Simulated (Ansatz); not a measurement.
# CH₈BClSi₂: a ladder of functionals and wavefunction methods

An exercise on one series of results from a longer session: the logs are not shown, and one member is left open.

Method: functionals in def2-TZVPP, the program's frozen cores in correlated methods; program: Ansatz 0.2.0, Gaussian basis.

Levels to be run: PBE-D4, r2SCAN-D4, PBE0-D4, B3LYP-D4, ωB97X-V, ωB97M-V, B2PLYP; CCSD(T)/def2-TZVPP; MP2/def2-QZVPP; extrapolation to the limit.

## Structure used throughout

The geometry comes from an earlier relaxation with PBE0-D4 in a triple-zeta def2 set; it is a stationary point, not always the lowest conformer.

13 atoms, charge 0, spin multiplicity 1.

Atoms are counted from 1 here; the program's logs count them from 0.

Bond lengths: C1–B2 1.548 Å, C1–H6 1.091 Å, C1–H7 1.106 Å, C1–H8 1.092 Å, B2–Si3 2.009 Å, B2–H9 1.200 Å, Si3–Si4 2.346 Å, Si3–H10 1.491 Å, Si3–H11 1.491 Å, Si4–Cl5 2.072 Å, Si4–H12 1.485 Å, Si4–H13 1.485 Å. Angles: B2–C1–H6 116.2°, B2–C1–H7 102.8°, B2–C1–H8 114.5°, H6–C1–H7 106.0°, H6–C1–H8 110.4°, H7–C1–H8 105.7°, C1–B2–Si3 122.8°, C1–B2–H9 119.4°, Si3–B2–H9 117.3°, B2–Si3–Si4 104.4°, B2–Si3–H10 114.8°, B2–Si3–H11 115.0°, Si4–Si3–H10 106.2°, Si4–Si3–H11 106.8°, H10–Si3–H11 108.9°, Si3–Si4–Cl5 108.6°, Si3–Si4–H12 113.2°, Si3–Si4–H13 111.9° and more.

Set-up of the first run:

File in.yaml:

```yaml
crystal:
  periodic: [false, false, false]
  atoms:
    - {symbol: C, position_ang: [-1.916625, -0.467759, 0.922107]}
    - {symbol: B, position_ang: [-0.412565, -0.309951, 1.253205]}
    - {symbol: Si, position_ang: [1.044099, -0.852687, -0.019792]}
    - {symbol: Si, position_ang: [1.407755, 1.053145, -1.338721]}
    - {symbol: Cl, position_ang: [-0.414455, 1.692884, -2.089840]}
    - {symbol: H, position_ang: [-2.174153, -1.262669, 0.220703]}
    - {symbol: H, position_ang: [-2.155498, 0.481051, 0.407278]}
    - {symbol: H, position_ang: [-2.572023, -0.503247, 1.795280]}
    - {symbol: H, position_ang: [-0.086310, 0.286670, 2.242328]}
    - {symbol: H, position_ang: [2.351453, -1.169578, 0.623977]}
    - {symbol: H, position_ang: [0.684775, -1.959220, -0.951622]}
    - {symbol: H, position_ang: [2.294067, 0.799685, -2.503208]}
    - {symbol: H, position_ang: [1.969978, 2.176977, -0.546994]}
basis:
  gaussian: {orbitals: def2-TZVPP}
hamiltonian: {xc: pbe, dispersion: d4}
output: {forces: true, orbitals: {seedname: orbitals}}
```

Run with:

```bash
$ ansatz run in.yaml --threads 4 --pin off --events-out ev --progress --plain --max-ram 10444MiB
```

Among the steps run: PBE-D4 (GGA); r2SCAN-D4 (meta-GGA); PBE0-D4 (hybrid); B3LYP-D4 (hybrid); ωB97X-V (range-separated); ωB97M-V (range-separated); B2PLYP (double hybrid); CCSD(T) in def2-TZVPP; MP2 in def2-QZVPP.

One table of the session follows, with a row left open; its other results are not shown here.

| method | atomisation energy (kJ/mol) |
| --- | --- |
| PBE-D4 | 4303.6 |
| r2SCAN-D4 | 4310.3 |
| PBE0-D4 | 4286.5 |
| B3LYP-D4 | 4287.1 |
| ωB97X-V | 4316.0 |
| ωB97M-V | 4297.5 |
| B2PLYP | 4227.7 |
| HF/def2-TZVPP | 3315.4 |
| MP2/def2-TZVPP | ? |
| CCSD/def2-TZVPP | 4132.5 |
| CCSD(T)/def2-TZVPP | 4177.0 |
| MP2/CBS | 4292.7 |
| CCSD(T)/CBS | 4279.6 |

Estimate the missing values for MP2/def2-TZVPP.

As computed: atomisation energy (kJ/mol): 4190.1. In the column «atomisation energy (kJ/mol)» it lies between CCSD(T)/def2-TZVPP (4177.0) and B2PLYP (4227.7).

Caveats from the session: Free atoms (1 C, 1 B, 2 Si, 1 Cl, 8 H) were run apart at each level; the atomisation energy is their sum less the molecule, without zero-point or spin-orbit terms.
